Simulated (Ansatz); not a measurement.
**CH₆ClGaSi: a ladder of functionals and wavefunction methods**

One table from this session's results is given with a row withheld; the runs are named, their logs left out.

The runs use Ansatz 0.2.0, Gaussian basis; functionals in def2-TZVPP, the program's frozen cores in correlated methods.

Plan: LDA (SPW92), PBE-D4, revPBE-D4, BLYP-D4, r2SCAN-D4, B97M-V, PBE0-D4, B3LYP-D4, r2SCANh-D4, r2SCAN0-D4, HSE06-D4, BHLYP-D4, CAM-B3LYP-D4, LC-ωPBE, ωB97X-V, ωB97M-V, B2PLYP, PBE-QIDH; CCSD(T)/def2-SVP; CCSD(T)/def2-TZVPP; MP2/def2-QZVPP; extrapolation to the limit; RPA on PBE.

1 further run of the same task is left out (it didn't finish).

**The geometry**

An earlier PBE0-D4 in a triple-zeta def2 set relaxation fixed the geometry.

SMILES `C[SiH2][GaH][Cl]`, 10 atoms, charge 0, spin multiplicity 1.

Atoms are counted from 1 here; the program's logs count them from 0.

Bond lengths: C1–Si2 1.877 Å, C1–H5 1.092 Å, C1–H6 1.092 Å, C1–H7 1.092 Å, Si2–Ga3 2.407 Å, Si2–H8 1.490 Å, Si2–H9 1.490 Å, Ga3–Cl4 2.165 Å, Ga3–H10 1.568 Å. Angles: Si2–C1–H5 111.0°, Si2–C1–H6 110.5°, Si2–C1–H7 111.0°, H5–C1–H6 108.1°, H5–C1–H7 108.0°, H6–C1–H7 108.1°, C1–Si2–Ga3 113.5°, C1–Si2–H8 110.4°, C1–Si2–H9 110.4°, Ga3–Si2–H8 107.4°, Ga3–Si2–H9 107.4°, H8–Si2–H9 107.4°, Si2–Ga3–Cl4 114.3°, Si2–Ga3–H10 133.2°, Cl4–Ga3–H10 112.5°.

As a file:

```
C     0.0168    1.6063    0.5356
Si   -0.5863    0.1168   -0.4346
Ga    0.7065   -1.8754   -0.0405
Cl    0.0315   -3.6101   -1.1451
H    -0.0262    1.4174    1.6103
H    -0.6031    2.4794    0.3196
H     1.0491    1.8508    0.2766
H    -2.0011   -0.1943   -0.0842
H    -0.5394    0.3952   -1.8979
H     1.9521   -2.1861    0.8602
```

Set-up of the first run:

in.yaml reads:

```yaml
crystal:
  periodic: [false, false, false]
  atoms:
    - {symbol: C, position_ang: [0.016800, 1.606283, 0.535607]}
    - {symbol: Si, position_ang: [-0.586314, 0.116801, -0.434566]}
    - {symbol: Ga, position_ang: [0.706499, -1.875390, -0.040501]}
    - {symbol: Cl, position_ang: [0.031528, -3.610148, -1.145109]}
    - {symbol: H, position_ang: [-0.026205, 1.417370, 1.610327]}
    - {symbol: H, position_ang: [-0.603105, 2.479435, 0.319570]}
    - {symbol: H, position_ang: [1.049120, 1.850785, 0.276569]}
    - {symbol: H, position_ang: [-2.001084, -0.194321, -0.084176]}
    - {symbol: H, position_ang: [-0.539375, 0.395249, -1.897921]}
    - {symbol: H, position_ang: [1.952137, -2.186074, 0.860201]}
basis:
  gaussian: {orbitals: def2-TZVPP}
hamiltonian: {xc: lda}
output: {orbitals: {seedname: orbitals}}
```

Run with:

```console
$ ansatz run in.yaml --threads 2 --pin off --events-out ev --progress --plain --max-ram 4352MiB
```

Among the steps run: LDA; PBE-D4 (GGA); revPBE-D4 (GGA); BLYP-D4 (GGA); r2SCAN-D4 (meta-GGA); B97M-V (meta-GGA); PBE0-D4 (hybrid); B3LYP-D4 (hybrid); r2SCANh-D4 (hybrid); r2SCAN0-D4 (hybrid); HSE06-D4 (hybrid); BHLYP-D4 (hybrid); CAM-B3LYP-D4 (range-separated); LC-ωPBE (range-separated); ωB97X-V (range-separated); ωB97M-V (range-separated); B2PLYP (double hybrid); PBE-QIDH (double hybrid).

One table of the session follows, with a row left open; its other results are not shown here.

It belongs to the step «Orbital energies across the functionals». 

```
  functional  HOMO (eV)  LUMO (eV)  gap (eV)
 LDA (SPW92)      -6.52      -2.97      3.55
      PBE-D4      -6.42      -2.72      3.70
   revPBE-D4      -6.38      -2.61      3.77
     BLYP-D4      -6.28      -2.63      3.65
   r2SCAN-D4      -6.69      -2.55      4.14
      B97M-V      -6.79      -2.71      4.08
     PBE0-D4      -7.56      -1.97      5.58
    B3LYP-D4      -7.35      -2.21      5.15
  r2SCANh-D4      -7.11      -2.28      4.83
  r2SCAN0-D4      -7.73      -1.88      5.85
    HSE06-D4      -7.16      -2.34      4.83
    BHLYP-D4      -8.58      -1.21      7.36
CAM-B3LYP-D4      -8.82      -1.05      7.77
     LC-ωPBE     -10.12       0.08     10.20
     ωB97X-V      -9.79      -0.06      9.74
     ωB97M-V          ?          ?         ?
```

Estimate the missing values for ωB97M-V.

As computed: HOMO (eV): -9.59; LUMO (eV): -0.25; gap (eV): 9.34. In the column «HOMO (eV)» it lies between ωB97X-V (-9.79) and CAM-B3LYP-D4 (-8.82).
